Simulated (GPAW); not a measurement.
Te2Mo:

```
CELL_PARAMETERS angstrom
3.51820 0.00000 0.00000
-1.75910 3.04685 0.00000
0.00000 0.00000 13.97360
ATOMIC_POSITIONS crystal
Te 0.33333 0.66667 0.62100
Te 0.66667 0.33333 0.12100
Te 0.33333 0.66667 0.87900
Te 0.66667 0.33333 0.37900
Mo 0.33333 0.66667 0.25000
Mo 0.66667 0.33333 0.75000
```

Program: GPAW 26.7.0. Alike in all runs: cell as given; k mesh 6 × 6 × 2; cutoff (eV) 600; smearing fermi-dirac 0.05 eV. Hardware: 1 thread of Intel(R) Xeon(R) Platinum 8259CL CPU @ 2.50GHz (Skylake/Cascade Lake) (shared host).

Q: Order these runs on this cell by their wall time, lowest first.
A. task band structure; level LDA; potentials or basis the program's PAW data sets (release 1.2.1) made for this functional, pw; spin SOC, no magnetisation; band path GMKGALHA,LM,KH; band points 100; spin axis theta (degrees) 90; spin axis phi (degrees) 45; soc after scf second variation
B. task single point; level GLLB-SC; potentials or basis the program's PAW data sets (release 1.2.1) made for this functional, pw; spin off
C. task single point; level TB-mBJ; potentials or basis GPAW PAW data sets for LDA (gpaw-data 1.2.1), pw; spin off

A: B (80 s), A (350 s), C (990 s).

Caveats: a model potential gives levels but no total energy (some runs); spin-orbit coupling was added after a scalar SCF, so levels and gaps hold it while energy, forces, pressure and moments don't (some runs).

Not every run made on this cell is shown here.
